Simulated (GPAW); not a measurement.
Runs of GPAW 26.7.0 on GeSb4Te7. It takes space group P-3m1 (No. 164, trigonal). Conventional cell: a = 4.289 Å, b = 4.289 Å, c = 24.638 Å, α = 90.00°, β = 90.00°, γ = 120.00°. Around Te (site symmetry 3m) lie 3 Sb at 3.00 Å. Around Te (site symmetry -3m) lie 6 Sb at 3.18 Å. Te (site symmetry 3m) is surrounded by 3 Ge at 3.00 Å and 3 Sb at 3.19 Å. Te (site symmetry 3m) is surrounded by 3 Sb at 3.01 Å. Sb (site symmetry 3m) is surrounded by 6 Te at 3.00 to 3.19 Å. Sb (site symmetry 3m) is surrounded by 6 Te at 3.01 to 3.18 Å. Ge (site symmetry -3m) is surrounded by 6 Te at 3.00 Å. The cell is a database's computed one.

```csv
level,potentials or basis,gap on the mesh (eV)
PBE,"GPAW PAW data sets (gpaw-data 1.2.1), pw",0.60
LDA,"the program's PAW data sets (release 1.2.1) made for this functional, pw",0.57
AM05,"PAW data sets generated in the run's folder for this functional, pw",0.59
RPBE,"the program's PAW data sets (release 1.2.1) made for this functional, pw",(a)
```

Alike in all rows: task dielectric tensor; no spin polarisation; cell as given; k mesh 4 × 4 × 1; cutoff (eV) 500; smearing fermi-dirac 0.001 eV; the mesh is coarse, so values aren't converged.

**Question.** Estimate the missing entries.

**Answer.** (a) 0.62.

Caveats: all runs use coarse meshes; the gap is small at this level, which inflates the dielectric constant; the long-wavelength limit can be off by a per cent or two; spin-orbit coupling is left out, which moves the levels of the heavy elements.

A k mesh can miss the band edges, and the runs leave out spin-orbit coupling on Ge, Sb, Te.
